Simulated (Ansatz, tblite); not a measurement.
# The cluster Sr₄S₅−: rung by rung

One table from this session's results is given with a row withheld; the runs are named, their logs left out.

Program: Ansatz 0.2.0, Gaussian basis. Level of theory: as each input shows. These are calculated values, not measurements.

The runs, in order: GFN1-xTB, GFN2-xTB, PBE-D4/def2-TZVPD, r2SCAN-D4/def2-TZVPD, r2SCAN0-D4/def2-TZVPD, r2SCANh-D4/def2-TZVPD, PBE-D4/def2-SVPD, PBE0-D4/def2-SVPD, MP2/def2-SVPD, RPA/def2-SVPD.

1 further run of the same task is left out (set aside as unsound or not needed).

**The relaxed structure**

The doublet was relaxed beforehand with r2SCAN-D4/def2-SVP. At that level it is the lowest of the isomers that a small search found.

9 atoms, charge -1, spin multiplicity 2.

Bond lengths: Sr1–S5 2.824 Å, Sr1–S6 2.824 Å, Sr1–S8 2.735 Å, Sr2–S5 2.981 Å, Sr2–S7 2.909 Å, Sr2–S8 2.897 Å, Sr2–S9 2.929 Å, Sr3–S6 2.979 Å, Sr3–S7 2.907 Å, Sr3–S8 2.897 Å, Sr3–S9 2.930 Å, Sr4–S5 2.812 Å, Sr4–S6 2.812 Å, Sr4–S9 2.742 Å. Angles: S5–Sr1–S6 95.7°, S5–Sr1–S8 95.0°, S6–Sr1–S8 94.9°, S5–Sr2–S7 146.4°, S5–Sr2–S8 88.4°, S5–Sr2–S9 87.9°, S7–Sr2–S8 83.8°, S7–Sr2–S9 63.1°, S8–Sr2–S9 105.1°, S6–Sr3–S7 146.3°, S6–Sr3–S8 88.3°, S6–Sr3–S9 87.8°, S7–Sr3–S8 83.8°, S7–Sr3–S9 63.1°, S8–Sr3–S9 105.0°, S5–Sr4–S6 96.2°, S5–Sr4–S9 95.2°, S6–Sr4–S9 95.1° and more.

Sr takes a core potential in the def2 sets. No spin-orbit coupling is included. The ion is computed in the gas phase, without counter-ions or solvent.

PBE0-D4/def2-TZVPD was run before; its log isn't repeated, and its numbers join the tables.

The first run:

Tight binding, by tblite at 300 K electronic temperature and without a spin-polarisation term:

```python
tblite.interface.Calculator('GFN1-xTB', numbers, positions, charge=-1, uhf=1).singlepoint()
```

Tight binding, by tblite at 300 K electronic temperature and without a spin-polarisation term:

```python
tblite.interface.Calculator('GFN2-xTB', numbers, positions, charge=-1, uhf=1).singlepoint()
```

start.molden holds the orbitals of an earlier run on this state, given as this run's starting guess.

File in.yaml:

```yaml
crystal:
  periodic: [false, false, false]
  atoms:
    - {symbol: Sr, position_ang: [0.048167, -1.737823, 0.992380]}
    - {symbol: Sr, position_ang: [1.377943, 1.295947, -1.157529]}
    - {symbol: Sr, position_ang: [-0.345127, -1.191271, -2.901897]}
    - {symbol: Sr, position_ang: [-2.436960, 0.830142, -0.210448]}
    - {symbol: S, position_ang: [-0.139833, 1.050371, 1.396823]}
    - {symbol: S, position_ang: [-2.206631, -1.930413, -0.696179]}
    - {symbol: S, position_ang: [1.366410, 0.867697, -4.035147]}
    - {symbol: S, position_ang: [1.854860, -1.559585, -1.053216]}
    - {symbol: S, position_ang: [-1.191930, 1.589536, -2.531988]}
basis:
  gaussian: {orbitals: def2-TZVPD, initial_orbitals: start.molden}
total_charge: -1
magnetization: {spin_polarized: true, initial_magnetization: 1}
hamiltonian: {xc: pbe, dispersion: d4}
scf: {omitted_lower_state_checks: [starts]}
output: {orbitals: {seedname: orbitals}}
```

Run with:

```console
$ ansatz run in.yaml --threads 4 --pin off --events-out ev --progress --plain --max-ram 6963MiB
```

Steps of the session up to this table: PBE-D4/def2-TZVPD; r2SCAN-D4/def2-TZVPD; r2SCAN0-D4/def2-TZVPD; r2SCANh-D4/def2-TZVPD; PBE-D4/def2-SVPD; PBE0-D4/def2-SVPD; MP2/def2-SVPD; RPA/def2-SVPD.

One table of the session follows, with a row left open; its other results are not shown here.

| level | HOMO (eV) | LUMO (eV) | gap (eV) |
| --- | --- | --- | --- |
| PBE-D4/def2-SVPD | -0.74 | 0.16 | 0.90 |
| PBE-D4/def2-TZVPD | -0.70 | 0.21 | 0.92 |
| r2SCAN-D4/def2-TZVPD | ? | ? | ? |
| r2SCANh-D4/def2-TZVPD | -1.29 | 0.90 | 2.19 |
| PBE0-D4/def2-SVPD | -1.75 | 1.10 | 2.84 |
| PBE0-D4/def2-TZVPD | -1.71 | 1.15 | 2.87 |
| r2SCAN0-D4/def2-TZVPD | -1.87 | 1.40 | 3.28 |

**Question.** Estimate the row for r2SCAN-D4/def2-TZVPD.

Worked estimate for «HOMO (eV)». Against the share of exact exchange, r2SCANh-D4/def2-TZVPD (0.1, -1.29), r2SCAN0-D4/def2-TZVPD (0.25, -1.87) give a slope of -3.87 per unit share; at 0 the line stands at -0.90.

**Answer.** HOMO (eV): -0.90; LUMO (eV): 0.56; gap (eV): 1.46. In «HOMO (eV)» the line misses by 0.00.
